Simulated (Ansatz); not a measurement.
# CH₅NSSi: a spread of methods and bases

How do the results and run time of CH₅NSSi respond when the settings are drawn wide?

Program: Ansatz 0.2.0, Gaussian basis. Level of theory: the settings change from run to run. These are calculated values, not measurements.

## 1. The geometry

The structure was relaxed beforehand with PBE0-D4 in a triple-zeta def2 set.

SMILES `NC([SiH3])=S`, 9 atoms, charge 0, spin multiplicity 1.

Atoms are counted from 1 here; the program's logs count them from 0.

Bond lengths: N1–C2 1.335 Å, N1–H5 1.010 Å, N1–H6 1.006 Å, C2–Si3 1.892 Å, C2–S4 1.643 Å, Si3–H7 1.480 Å, Si3–H8 1.480 Å, Si3–H9 1.495 Å. Angles: C2–N1–H5 119.5°, C2–N1–H6 121.8°, H5–N1–H6 118.8°, N1–C2–Si3 119.7°, N1–C2–S4 124.2°, Si3–C2–S4 116.2°, C2–Si3–H7 108.6°, C2–Si3–H8 108.6°, C2–Si3–H9 110.0°, H7–Si3–H8 111.3°, H7–Si3–H9 109.2°, H8–Si3–H9 109.2°.

## 2. RPBE/def2-TZVPD

This run has unrestricted orbitals, the search for lower states set to full.

in.yaml

```yaml
crystal:
  periodic: [false, false, false]
  atoms:
    - {symbol: N, position_ang: [-0.228881, 1.390578, -0.630580]}
    - {symbol: C, position_ang: [0.001400, 0.078450, -0.716868]}
    - {symbol: Si, position_ang: [0.167501, -0.949365, 0.863365]}
    - {symbol: S, position_ang: [0.157323, -0.739640, -2.132814]}
    - {symbol: H, position_ang: [-0.316913, 1.936017, -1.475916]}
    - {symbol: H, position_ang: [-0.318434, 1.855005, 0.257013]}
    - {symbol: H, position_ang: [1.515978, -1.558730, 0.889394]}
    - {symbol: H, position_ang: [-0.890214, -1.984492, 0.865560]}
    - {symbol: H, position_ang: [0.000838, -0.074222, 2.063748]}
basis:
  gaussian: {orbitals: def2-TZVPD}
magnetization: {spin_polarized: true, initial_magnetization: 0}
hamiltonian: {xc: {name: RPBE}}
scf: {lower_state_search: full}
output: {forces: true}
```

Started as:

```
$ ansatz run in.yaml --threads 2 --pin off --events-out ev --progress --plain --max-ram 4352MiB
```

The program printed, shortened:

```text
Functional definition: RPBE
  name "RPBE"
  cite "Hammer, Hansen & Nørskov, Phys. Rev. B 59, 7413 (1999) doi:10.1103/PhysRevB.59.7413"
  cite "Perdew, Burke & Ernzerhof, Phys. Rev. Lett. 77, 3865 (1996) doi:10.1103/PhysRevLett.77.3865"
[...]
1176 factors; their error is unknown
[...]
mean field -21321.39298847 eV, -783.5467401672 hartree, gradient 3.2e-5 eV, S^2 0.000000; 0 other end points of the search recorded, 0 dependent functions left out
[...]
reference -21321.39305174 eV, -783.5467424922 hartree; 24, 24 occupied and 184, 184 virtual orbitals, 1176 factors
Total energy: -21321.39305174 eV, -783.5467424922 hartree
Atom 0 at    -0.228881     1.390578    -0.630580 Å, force    -0.085629     0.485811     0.043135 eV/Å
Atom 1 at     0.001400     0.078450    -0.716868 Å, force     0.064790    -0.383433     0.282129 eV/Å
Atom 2 at     0.167501    -0.949365     0.863365 Å, force     0.009043    -0.059986     0.139066 eV/Å
Atom 3 at     0.157323    -0.739640    -2.132814 Å, force     0.079497    -0.416137    -0.735693 eV/Å
Atom 4 at    -0.316913     1.936017    -1.475916 Å, force    -0.047074     0.287185    -0.341617 eV/Å
Atom 5 at    -0.318434     1.855005     0.257013 Å, force    -0.046649     0.246837     0.366681 eV/Å
Atom 6 at     1.515978    -1.558730     0.889394 Å, force     0.190655    -0.099978     0.023377 eV/Å
Atom 7 at    -0.890214    -1.984492     0.865560 Å, force    -0.145338    -0.159478     0.020150 eV/Å
Atom 8 at     0.000838    -0.074222     2.063748 Å, force    -0.019294     0.099179     0.202772 eV/Å
Dipole moment:    -0.112043     0.615667     0.465384 e Å
```

It took 7.5 s on 2 threads of Arm Neoverse V1, shared host; peak memory 0.34 GiB.

Largest force 0.849 eV/Å, dipole 3.75 D, ⟨S²⟩ 0.000.

## 3. MP2/def2-mTZVP

Set apart from the defaults: correlated electrons set to outside_noble_gas, high accuracy.

in.yaml, as its differences from that of step 2:

```diff
@@ -13,6 +13,6 @@
 basis:
-  gaussian: {orbitals: def2-TZVPD}
-magnetization: {spin_polarized: true, initial_magnetization: 0}
-hamiltonian: {xc: {name: RPBE}}
-scf: {lower_state_search: full}
+  gaussian: {orbitals: def2-mTZVP}
+hamiltonian: {xc: {name: HF}}
+correlation: {method: mp2, electrons: outside_noble_gas}
+accuracy: high
 output: {forces: true}
```

Same command.

The program printed, shortened:

```text
Functional definition: HF
  name "HF"
  cite "Fock, Z. Phys. 61, 126 (1930) doi:10.1007/BF01340294"
  parent pbe
[...]
1972 factors; integrals over basis functions are off by at most 4.0e-9 eV
[...]
mean field -21271.31793407 eV, -781.7065158601 hartree, gradient 2.5e-8 eV, S^2 0.000000; 0 other end points of the search recorded, 0 dependent functions left out
12 core orbitals not correlated: weight in the atoms' cores, before any rotation towards them, 1.000 or more for the frozen orbitals, at most 0.000 for the correlated occupied ones
reference -21271.31793407 eV, -781.7065158601 hartree; 12, 12 occupied and 73, 73 virtual orbitals, 1972 factors
second order -14.07619060 eV of doubles, -0.00000000 eV of singles
[...]
Total energy: -21285.39412467 eV, -782.2238063234 hartree
Atom 0 at    -0.228881     1.390578    -0.630580 Å, force    -0.072785     0.414502     0.055873 eV/Å
Atom 1 at     0.001400     0.078450    -0.716868 Å, force     0.098909    -0.581165     0.262580 eV/Å
Atom 2 at     0.167501    -0.949365     0.863365 Å, force     0.012764    -0.084565     0.252203 eV/Å
Atom 3 at     0.157323    -0.739640    -2.132814 Å, force     0.027245    -0.130626    -0.471592 eV/Å
Atom 4 at    -0.316913     1.936017    -1.475916 Å, force    -0.026489     0.160273    -0.166783 eV/Å
Atom 5 at    -0.318434     1.855005     0.257013 Å, force    -0.030724     0.165762     0.157952 eV/Å
Atom 6 at     1.515978    -1.558730     0.889394 Å, force    -0.088632     0.028914     0.000702 eV/Å
Atom 7 at    -0.890214    -1.984492     0.865560 Å, force     0.073098     0.057545     0.002227 eV/Å
Atom 8 at     0.000838    -0.074222     2.063748 Å, force     0.006613    -0.030639    -0.093162 eV/Å
Dipole moment:    -0.112502     0.615961     0.507258 e Å
```

Run time: 6 s. Hardware: 2 threads of Arm Neoverse V1, shared host; peak memory 0.45 GiB.

Largest force 0.645 eV/Å, dipole 3.87 D.

## 4. B97/STO-3G

Options: a grid of angular degree 11.

in.yaml, as its differences from that of step 3:

```diff
@@ -13,6 +13,4 @@
 basis:
-  gaussian: {orbitals: def2-mTZVP}
-hamiltonian: {xc: {name: HF}}
-correlation: {method: mp2, electrons: outside_noble_gas}
-accuracy: high
+  gaussian: {orbitals: STO-3G, final_grid: {core_spheres: 5, valence_spheres: 4, degree: 11}}
+hamiltonian: {xc: {name: B97}}
 output: {forces: true}
```

The command is unchanged.

The program printed, shortened:

```text
Functional definition: B97
  name "B97"
  cite "Becke, J. Chem. Phys. 107, 8554 (1997) doi:10.1063/1.475007"
[...]
      + integral(e_c_pw_opposite_spin*poly(b97_u_opposite, cos0, cos1, cos2))
398 factors; integrals over basis functions are off by at most 4.0e-5 eV
[...]
mean field -21073.66122089 eV, -774.4427656272 hartree, gradient 2.9e-5 eV, S^2 0.000000; 0 other end points of the search recorded, 0 dependent functions left out
[...]
reference -21073.66124719 eV, -774.4427665935 hartree; 24, 24 occupied and 9, 9 virtual orbitals, 398 factors
Total energy: -21073.66124719 eV, -774.4427665935 hartree
Atom 0 at    -0.228881     1.390578    -0.630580 Å, force    -0.300540     1.712886     0.207924 eV/Å
Atom 1 at     0.001400     0.078450    -0.716868 Å, force     0.769866    -4.380544    -0.380027 eV/Å
Atom 2 at     0.167501    -0.949365     0.863365 Å, force    -0.060321     0.294945     0.957740 eV/Å
Atom 3 at     0.157323    -0.739640    -2.132814 Å, force     0.001313     0.018034    -0.470597 eV/Å
Atom 4 at    -0.316913     1.936017    -1.475916 Å, force    -0.209661     1.260222    -1.254828 eV/Å
Atom 5 at    -0.318434     1.855005     0.257013 Å, force    -0.188583     0.992721     1.530821 eV/Å
Atom 6 at     1.515978    -1.558730     0.889394 Å, force    -0.794979     0.267378     0.054963 eV/Å
Atom 7 at    -0.890214    -1.984492     0.865560 Å, force     0.652858     0.523890     0.068581 eV/Å
Atom 8 at     0.000838    -0.074222     2.063748 Å, force     0.130047    -0.689532    -0.714578 eV/Å
Dipole moment:    -0.086378     0.474421     0.361640 e Å
```

Wall time 0.55 s (2 threads of Arm Neoverse V1, shared host).

Largest force 4.464 eV/Å, dipole 2.90 D.

## 5. B2PLYP/STO-3G

in.yaml, as its differences from that of step 4:

```diff
@@ -13,4 +13,3 @@
 basis:
-  gaussian: {orbitals: STO-3G, final_grid: {core_spheres: 5, valence_spheres: 4, degree: 11}}
-hamiltonian: {xc: {name: B97}}
-output: {forces: true}
+  gaussian: {orbitals: STO-3G}
+hamiltonian: {xc: {name: B2PLYP}}
```

The command is unchanged.

The program printed, shortened:

```text
Functional definition: B2PLYP
  name "B2PLYP"
  cite "Grimme, J. Chem. Phys. 124, 034108 (2006) doi:10.1063/1.2148954"
  cite "Becke, Phys. Rev. A 38, 3098 (1988) doi:10.1103/PhysRevA.38.3098"
  cite "Lee, Yang & Parr, Phys. Rev. B 37, 785 (1988) doi:10.1103/PhysRevB.37.785"
[...]
398 factors; integrals over basis functions are off by at most 4.0e-5 eV
[...]
mean field -21061.81484664 eV, -774.0074194030 hartree, gradient 8.3e-7 eV, S^2 0.000000; 0 other end points of the search recorded, 0 dependent functions left out
12 core orbitals not correlated: weight in the atoms' cores, before any rotation towards them, 1.000 or more for the frozen orbitals, at most 0.000 for the correlated occupied ones
reference -21061.81496355 eV, -774.0074236996 hartree; 12, 12 occupied and 9, 9 virtual orbitals, 398 factors
second order -6.83205990 eV of doubles, -0.00000000 eV of singles
Total energy: -21063.65961973 eV, -774.0752135636 hartree
```

It took 0.85 s on 2 threads of Arm Neoverse V1, shared host.

## 6. wB97X-V/aug-cc-pVTZ

This run has charge -1, multiplicity 2, restricted open-shell orbitals.

in.yaml, as its differences from that of step 5:

```diff
@@ -13,3 +13,5 @@
 basis:
-  gaussian: {orbitals: STO-3G}
-hamiltonian: {xc: {name: B2PLYP}}
+  gaussian: {orbitals: aug-cc-pVTZ}
+total_charge: -1
+magnetization: {spin_polarized: false, initial_magnetization: 1}
+hamiltonian: {xc: {name: wB97X-V}}
```

The command is unchanged.

The program printed, shortened:

```text
Functional definition: wB97X-V
  name "wB97X-V"
  cite "Mardirossian & Head-Gordon, Phys. Chem. Chem. Phys. 16, 9904 (2014) doi:10.1039/C3CP54374A"
  cite "Becke, J. Chem. Phys. 107, 8554 (1997) doi:10.1063/1.475007"
  cite "Vydrov & Van Voorhis, J. Chem. Phys. 133, 244103 (2010) doi:10.1063/1.3521275"
[...]
      + integral(e_c_pw_opposite_spin*poly(b97_u_opposite, cos0, cos1)) + vv10(b, c)
1414 factors; their error is unknown
487 factors; integrals over basis functions are off by at most 2.4e-5 eV
[...]
mean field -21318.99619199 eV, -783.4586595211 hartree, gradient 2.9e-6 eV, S^2 0.750000; 12 other end points of the search recorded, 0 dependent functions left out
reference -21318.99619259 eV, -783.4586595432 hartree; 25, 24 occupied and 282, 283 virtual orbitals, 1414 factors
Total energy: -21318.99619259 eV, -783.4586595432 hartree
```

Wall time 4.9 min (2 threads of Arm Neoverse V1, shared host); peak memory 1.5 GiB.

## 7. PBEsol/cc-pVTZ

Set apart from the defaults: D3(BJ) with three-body dispersion, the search for lower states set to off.

in.yaml, as its differences from that of step 6:

```diff
@@ -13,5 +13,5 @@
 basis:
-  gaussian: {orbitals: aug-cc-pVTZ}
-total_charge: -1
-magnetization: {spin_polarized: false, initial_magnetization: 1}
-hamiltonian: {xc: {name: wB97X-V}}
+  gaussian: {orbitals: cc-pVTZ}
+hamiltonian: {xc: {name: PBEsol}, dispersion: d3bjatm}
+scf: {lower_state_search: off}
+output: {forces: true}
```

Same command.

The program printed, shortened:

```text
Functional definition: PBEsol
  name "PBEsol"
  cite "Perdew et al., Phys. Rev. Lett. 100, 136406 (2008) doi:10.1103/PhysRevLett.100.136406"
  cite "Perdew, Burke & Ernzerhof, Phys. Rev. Lett. 77, 3865 (1996) doi:10.1103/PhysRevLett.77.3865"
  parent pbesol
[...]
1182 factors; their error is unknown
[...]
mean field -21268.68970609 eV, -781.6099302633 hartree, gradient 1.1e-6 eV, S^2 0.000000; 0 other end points of the search recorded, 0 dependent functions left out
[...]
reference -21268.68974537 eV, -781.6099317067 hartree; 24, 24 occupied and 174, 174 virtual orbitals, 1182 factors
Total energy: -21268.77782535 eV, -781.6131685864 hartree
Atom 0 at    -0.228881     1.390578    -0.630580 Å, force     0.017945    -0.106268     0.043500 eV/Å
Atom 1 at     0.001400     0.078450    -0.716868 Å, force     0.016232    -0.103797     0.249020 eV/Å
Atom 2 at     0.167501    -0.949365     0.863365 Å, force    -0.023704     0.141190    -0.135092 eV/Å
Atom 3 at     0.157323    -0.739640    -2.132814 Å, force     0.047558    -0.250034    -0.416808 eV/Å
Atom 4 at    -0.316913     1.936017    -1.475916 Å, force    -0.041178     0.259251    -0.452263 eV/Å
Atom 5 at    -0.318434     1.855005     0.257013 Å, force    -0.043767     0.225093     0.467438 eV/Å
Atom 6 at     1.515978    -1.558730     0.889394 Å, force     0.237664    -0.111768     0.003732 eV/Å
Atom 7 at    -0.890214    -1.984492     0.865560 Å, force    -0.185127    -0.186640    -0.000455 eV/Å
Atom 8 at     0.000838    -0.074222     2.063748 Å, force    -0.025624     0.132973     0.240928 eV/Å
Dipole moment:    -0.115996     0.638592     0.459924 e Å
Checks for a lower state left out: stability, starts, cluster_reference, orbital_swaps, neighbouring_geometries, increment
```

Wall time 2.3 s (2 threads of Arm Neoverse V1, shared host).

Largest force 0.523 eV/Å, dipole 3.82 D.

## 8. revPBE0/aug-pcseg-2

in.yaml, as its differences from that of step 7:

```diff
@@ -13,5 +13,4 @@
 basis:
-  gaussian: {orbitals: cc-pVTZ}
-hamiltonian: {xc: {name: PBEsol}, dispersion: d3bjatm}
-scf: {lower_state_search: off}
+  gaussian: {orbitals: aug-pcseg-2}
+hamiltonian: {xc: {name: revPBE0}}
 output: {forces: true}
```

Launched as before.

The program printed, shortened:

```text
Functional definition: revPBE0
  name "revPBE0"
  cite "Zhang & Yang, Phys. Rev. Lett. 80, 890 (1998) doi:10.1103/PhysRevLett.80.890"
  cite "Adamo & Barone, J. Chem. Phys. 110, 6158 (1999) doi:10.1063/1.478522"
  cite "Perdew, Burke & Ernzerhof, Phys. Rev. Lett. 77, 3865 (1996) doi:10.1103/PhysRevLett.77.3865"
[...]
1368 factors; their error is unknown
[...]
mean field -21318.78586122 eV, -783.4509300078 hartree, gradient 5.6e-5 eV, S^2 0.000000; 0 other end points of the search recorded, 0 dependent functions left out
[...]
reference -21318.78592628 eV, -783.4509323987 hartree; 24, 24 occupied and 283, 283 virtual orbitals, 1368 factors
Total energy: -21318.78592628 eV, -783.4509323987 hartree
Atom 0 at    -0.228881     1.390578    -0.630580 Å, force    -0.039400     0.222629    -0.008058 eV/Å
Atom 1 at     0.001400     0.078450    -0.716868 Å, force     0.003581    -0.022560     0.079422 eV/Å
Atom 2 at     0.167501    -0.949365     0.863365 Å, force     0.011387    -0.071285     0.103710 eV/Å
Atom 3 at     0.157323    -0.739640    -2.132814 Å, force     0.020983    -0.108743    -0.214285 eV/Å
Atom 4 at    -0.316913     1.936017    -1.475916 Å, force    -0.000107    -0.000793     0.049646 eV/Å
Atom 5 at    -0.318434     1.855005     0.257013 Å, force     0.000456    -0.000416    -0.043810 eV/Å
Atom 6 at     1.515978    -1.558730     0.889394 Å, force     0.016436    -0.011650     0.007586 eV/Å
Atom 7 at    -0.890214    -1.984492     0.865560 Å, force    -0.011725    -0.016707     0.007383 eV/Å
Atom 8 at     0.000838    -0.074222     2.063748 Å, force    -0.001611     0.009524     0.018407 eV/Å
Dipole moment:    -0.113721     0.623174     0.505075 e Å
```

Wall time 13 s (2 threads of Arm Neoverse V1, shared host); peak memory 1 GiB.

Largest force 0.241 eV/Å, dipole 3.89 D.

## 9. B97/def2-TZVPP

Set apart from the defaults: charge -1, multiplicity 2, restricted open-shell orbitals.

in.yaml, as its differences from that of step 8:

```diff
@@ -13,4 +13,5 @@
 basis:
-  gaussian: {orbitals: aug-pcseg-2}
-hamiltonian: {xc: {name: revPBE0}}
-output: {forces: true}
+  gaussian: {orbitals: def2-TZVPP}
+total_charge: -1
+magnetization: {spin_polarized: false, initial_magnetization: 1}
+hamiltonian: {xc: {name: B97}}
```

Launched as before.

The program printed, shortened:

```text
Functional definition: B97
  name "B97"
  cite "Becke, J. Chem. Phys. 107, 8554 (1997) doi:10.1063/1.475007"
[...]
      + integral(e_c_pw_opposite_spin*poly(b97_u_opposite, cos0, cos1, cos2))
1217 factors; their error is unknown
[...]
mean field -21319.07389944 eV, -783.4615152172 hartree, gradient 2.0e-5 eV, S^2 0.750000; 3 other end points of the search recorded, 0 dependent functions left out
reference -21319.07392664 eV, -783.4615162168 hartree; 25, 24 occupied and 191, 192 virtual orbitals, 1217 factors
Total energy: -21319.07392664 eV, -783.4615162168 hartree
```

Run time: 20 s. Hardware: 2 threads of Arm Neoverse V1, shared host; peak memory 0.87 GiB.

## 10. r2SCAN0/def2-SVP

This run has multiplicity 3, restricted open-shell orbitals, finite nuclei, D3(BJ) dispersion.

in.yaml, as its differences from that of step 9:

```diff
@@ -13,5 +13,4 @@
 basis:
-  gaussian: {orbitals: def2-TZVPP}
-total_charge: -1
-magnetization: {spin_polarized: false, initial_magnetization: 1}
-hamiltonian: {xc: {name: B97}}
+  gaussian: {orbitals: def2-SVP, nuclear_model: gaussian}
+magnetization: {spin_polarized: false, initial_magnetization: 2}
+hamiltonian: {xc: {name: r2SCAN0}, dispersion: d3bj}
```

Launched as before.

The program printed, shortened:

```text
Warning: the engine holds no damping parameters fitted to this dispersion correction and functional, so the run takes those fitted to r2scan0 beside the three-body term, which d3bj leaves out (hamiltonian.dispersion, under Limitations)
Functional definition: r2SCAN0
  name "r2SCAN0"
  cite "Bursch, Neugebauer, Ehlert & Grimme, J. Chem. Phys. 156, 134105 (2022) doi:10.1063/5.0086040"
  cite "Furness, Kaplan, Ning, Perdew & Sun, J. Phys. Chem. Lett. 11, 8208 (2020) doi:10.1021/acs.jpclett.0c02405"
  cite "Furness, Kaplan, Ning, Perdew & Sun, J. Phys. Chem. Lett. 11, 9248 (2020) doi:10.1021/acs.jpclett.0c03077"
  parent r2scan
[...]
871 factors; integrals over basis functions are off by at most 1.4e-3 eV
[...]
mean field -21307.16749933 eV, -783.0239630836 hartree, gradient 1.7e-5 eV, S^2 2.000000; 3 other end points of the search recorded, 0 dependent functions left out
reference -21307.16750747 eV, -783.0239633828 hartree; 25, 23 occupied and 64, 66 virtual orbitals, 871 factors
Total energy: -21307.23804501 eV, -783.0265555894 hartree
```

Wall time 11 s (2 threads of Arm Neoverse V1, shared host); peak memory 0.28 GiB.

## 11. All runs side by side

```tsv
level	charge	multiplicity	geometry	functions	energy (eV)	time
RPBE/def2-TZVPD	0	1	relaxed	208	-21321.393	7.5 s
MP2/def2-mTZVP	0	1	relaxed	97	-21285.394	6 s
B97/STO-3G	0	1	relaxed	33	-21073.661	0.55 s
B2PLYP/STO-3G	0	1	relaxed	33	-21063.660	0.85 s
wB97X-V/aug-cc-pVTZ	-1	2	relaxed	307	-21318.996	4.9 min
PBEsol/cc-pVTZ	0	1	relaxed	198	-21268.778	2.3 s
revPBE0/aug-pcseg-2	0	1	relaxed	307	-21318.786	13 s
B97/def2-TZVPP	-1	2	relaxed	216	-21319.074	20 s
r2SCAN0/def2-SVP	0	3	relaxed	89	-21307.238	11 s
```

## 12. Outcome

| quantity | value |
| --- | --- |
| runs | 9 |
| quickest | B97/STO-3G, 0.55 s |
| slowest | wB97X-V/aug-cc-pVTZ, 4.9 min |
| spread of total energies, same state and geometry | 257.7 eV |
| dipole, same state and geometry | 2.90 to 3.89 D |

In words: wB97X-V/aug-cc-pVTZ took 537 times as long as B97/STO-3G. The jobs differ in tasks and options as well as level. Total energies at one charge and spin differ by 258 eV between levels, so only differences within one level mean anything. At the PBE0-D4/def2-TZVP geometry and in the same state, runs without warnings or point charges leave forces up to 4.46 eV/Å (B97/STO-3G). At that geometry and state the dipole changes by 34 % between the lowest and highest value.
